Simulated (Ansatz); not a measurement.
# CH₇AlBNO: a ladder of functionals and wavefunction methods

One table from this session's results is given with a row withheld; the runs are named, their logs left out.

Method: functionals in def2-TZVPP, the program's frozen cores in correlated methods; program: Ansatz 0.2.0, Gaussian basis.

The runs, in order: PBE-D4, r2SCAN-D4, PBE0-D4, B3LYP-D4, ωB97X-V, ωB97M-V, B2PLYP; CCSD(T)/def2-TZVPP; MP2/def2-QZVPP; extrapolation to the limit.

## The geometry

All runs share one geometry, relaxed beforehand with PBE0-D4 in a triple-zeta def2 set.

12 atoms, charge 0, spin multiplicity 1.

Atoms are counted from 1 here; the program's logs count them from 0.

Bond lengths: B1–N2 1.397 Å, B1–H6 1.196 Å, B1–H7 1.195 Å, N2–C3 1.410 Å, N2–H8 1.011 Å, C3–O4 1.568 Å, C3–Al5 1.960 Å, C3–H9 1.086 Å, O4–Al5 1.929 Å, O4–H10 0.964 Å, Al5–H11 1.581 Å, Al5–H12 1.592 Å. Angles: N2–B1–H6 118.5°, N2–B1–H7 118.7°, H6–B1–H7 122.8°, B1–N2–C3 125.9°, B1–N2–H8 119.3°, C3–N2–H8 114.5°, N2–C3–O4 110.2°, N2–C3–Al5 122.8°, N2–C3–H9 110.4°, O4–C3–Al5 65.2°, O4–C3–H9 103.8°, Al5–C3–H9 126.4°, C3–O4–Al5 67.3°, C3–O4–H10 108.8°, Al5–O4–H10 124.1°, C3–Al5–O4 47.5°, C3–Al5–H11 123.1°, C3–Al5–H12 112.1° and more.

Set-up of the first run:

in.yaml

```yaml
crystal:
  periodic: [false, false, false]
  atoms:
    - {symbol: B, position_ang: [-2.184415, 0.215901, 0.152102]}
    - {symbol: N, position_ang: [-0.834154, 0.485321, -0.085860]}
    - {symbol: C, position_ang: [0.160505, -0.469623, -0.381459]}
    - {symbol: O, position_ang: [1.023955, -0.765900, 0.893521]}
    - {symbol: Al, position_ang: [2.058785, -0.009266, -0.547939]}
    - {symbol: H, position_ang: [-2.543909, -0.924550, 0.171638]}
    - {symbol: H, position_ang: [-2.931786, 1.133073, 0.321961]}
    - {symbol: H, position_ang: [-0.525391, 1.445823, -0.146814]}
    - {symbol: H, position_ang: [-0.292709, -1.428744, -0.615816]}
    - {symbol: H, position_ang: [0.672219, -0.256114, 1.632396]}
    - {symbol: H, position_ang: [3.145872, -1.013538, -1.103229]}
    - {symbol: H, position_ang: [2.327927, 1.532416, -0.256602]}
basis:
  gaussian: {orbitals: def2-TZVPP}
hamiltonian: {xc: pbe, dispersion: d4}
output: {forces: true, orbitals: {seedname: orbitals}}
```

On the command line:

```
ansatz run in.yaml --threads 4 --pin off --events-out ev --progress --plain --max-ram 10444MiB
```

Among the steps run: PBE-D4 (GGA); r2SCAN-D4 (meta-GGA); PBE0-D4 (hybrid); B3LYP-D4 (hybrid); ωB97X-V (range-separated); ωB97M-V (range-separated); B2PLYP (double hybrid); CCSD(T) in def2-TZVPP; MP2 in def2-QZVPP.

One table of the session follows, with a row left open; its other results are not shown here.

It belongs to the step «Atomisation energies». 

| method | atomisation energy (eV) |
| --- | --- |
| PBE-D4 | 43.870 |
| r2SCAN-D4 | 43.243 |
| PBE0-D4 | 43.031 |
| B3LYP-D4 | 43.249 |
| ωB97X-V | 43.318 |
| ωB97M-V | 43.369 |
| B2PLYP | 42.710 |
| HF/def2-TZVPP | 30.904 |
| MP2/def2-TZVPP | 42.536 |
| CCSD/def2-TZVPP | 41.265 |
| CCSD(T)/def2-TZVPP | 41.904 |
| MP2/CBS | ? |
| CCSD(T)/CBS | 43.073 |

Estimate the missing values for MP2/CBS.

The run gave: atomisation energy (eV): 43.705. In the column «atomisation energy (eV)» it lies between ωB97M-V (43.369) and PBE-D4 (43.870).
